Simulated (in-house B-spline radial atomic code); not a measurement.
# Excited states and polarisability of Co⁹⁺ by several methods

An exercise on one series of results from a longer session: the logs are not shown, and one member is left open.

The numbers are computed with in-house B-spline radial atomic code version 1 (linear response of a closed shell, each method with its own adiabatic kernel; spin-free one-electron X2C, finite nucleus; B-spline basis; no spin-orbit coupling, no double excitations; only terms of natural parity, (−1)^L, with L up to 3 are computed), except any that are marked as measured or tabulated.

### The atom as given

- element: cobalt (Z = 27)
- charge: +9
- configuration: [Ne] 3s2 3p6
- runs: TDHF; BSE on G0W0@HF; LDA (VWN5); PBE; PBE0; B3LYP; CAM-B3LYP; LC-ωPBE; ωB97X; HSE06; BHandHLYP; BLYP; PBEsol; BP86; exchange-only LDA; B97-1; RPBE; OLYP

Outer shells as boxes (Hund's rule):

Co⁹⁺
```
[Ne] core
3s [↑↓]
3p [↑↓][↑↓][↑↓]
```

The first run:

The run's settings:

```ini
Z = 27
electrons = 18.0
configuration = [Ne] 3s2 3p6
hamiltonian = x2c
method = hf
box_radius = 10.59
rms_radius = 3.7875
intervals = 70
```

Started as:

```sh
$ python run_td.py task.json out
```

The settings of every run stand in task.json; they run in order.

Among the steps run: TDHF.

One table of the session follows, with a row left open; its other results are not shown here.

It belongs to the step «TDHF». The states in eV; those that feel the box are left out:

```
   state  full (eV)  Tamm-Dancoff (eV)
3p→3d ³P     54.262             54.497
3p→3d ³F     55.896             56.633
3p→3d ¹F     61.474             61.601
3p→3d ¹P     77.436             80.639
3s→3d ³D     104.48             104.57
3s→3d ¹D     111.27             111.42
3p→4s ³P     137.40             137.44
3p→4s ¹P          ?                  ?
3p→4p ³S     147.94             148.00
3p→4p ³D     150.87             150.91
3p→4p ¹D     151.88             151.90
3p→4p ¹S     157.07             157.42
3p→4d ³P     170.37             170.38
3p→4d ³F     171.52             171.53
```

Q: Estimate the row for 3p→4s ¹P from the others.

The run gave: full (eV): 138.97; Tamm-Dancoff (eV): 139.01. In the column «full (eV)» it lies between 3p→4s ³P (137.40) and 3p→4p ³S (147.94).
